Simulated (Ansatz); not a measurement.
Predict the output of the script below (the Ansatz DFT code, driven from Python).

The script, `run_relaxed_scan.py`:
```python
from dataclasses import dataclass

import ansatz
import numpy as np


@dataclass
class Options:
    basis: str = 'def2-SVP'
    functional: str = 'b3lyp'
    dispersion: str = 'd3bj'


opts = Options()


def main() -> None:
    geometry_ang = [
        ('F', (-0.2988, -0.2649, 1.5883)),
        ('Si', (0.0877, -0.0997, 0.0388)),
        ('Br', (-1.3142, 1.2947, -1.0112)),
        ('H', (0.0945, -1.4241, -0.6044)),
        ('H', (1.4807, 0.4203, -0.0529)),
    ]
    mol = ansatz.Crystal.molecule()
    for symbol, xyz in geometry_ang:
        mol = mol.atom(symbol, xyz)

    job = (
        mol.calculation()
        .basis(gaussian=opts.basis)
        .functional(opts.functional, dispersion=opts.dispersion)
    )
    symbols = [site.symbol for site in mol.cartesian_sites]
    pairs = [(0, 1), (1, 2), (1, 3), (1, 4)]
    print('held (A)   E (eV)        ', '  '.join(f'{symbols[i]}{i}-{symbols[j]}{j}' for i, j in pairs))
    for length in [2.06, 2.24, 2.42, 2.69, 3.02]:
        rep = job.relax(constraints=[ansatz.DistanceConstraint((1, 2), at=length)], force_tolerance=0.02, max_steps=60).run(threads=1, pin='off').report
        xyz = np.array(rep['positions_ang'])
        print(f'{length:6.2f} {rep["free_energy_ev"]:14.5f}  ', '  '.join(f'{np.linalg.norm(xyz[i] - xyz[j]):.3f}' for i, j in pairs))


if __name__ == '__main__':
    main()
```

```console
$ python run_relaxed_scan.py
held (A)   E (eV)         F0-Si1  Si1-Br2  Si1-H3  Si1-H4
DeckWarning: relax.constraints: the input's atoms, or those drawn, lie off the distances that are held; a relaxation that starts there is brought onto them ahead of its first SCF, by positions alone, an atom by 8.94e-2 Å at the most. With the symmetry detection on, the symmetry is detected on the input's atoms as so brought (as typed, where only the drawn atoms reach the distances), and notices that speak of the structure as typed mean those atoms
  2.06   -80664.06929   1.626  2.060  1.483  1.483
  2.24   -80664.31706   1.620  2.240  1.480  1.480
  2.42   -80664.09370   1.615  2.420  1.478  1.478
  2.69   -80663.42060   1.610  2.690  1.476  1.476
  3.02   -80662.52317   1.606  3.020  1.476  1.476
```
(Warnings from the package without file and line, repeats left out.)

What to keep in mind:
- Total energies depend on the basis set; only differences at equal settings carry meaning.
- The energies are electronic: no zero-point or thermal terms, and the basis set is short of its limit.
- b3lyp holds the VWN-RPA fit, as in Gaussian; the form of ORCA and Turbomole is b3lyp5.
- It ran for 68 s on 1 thread of Arm Neoverse V1 (shared host), peak memory 0.22 GiB.
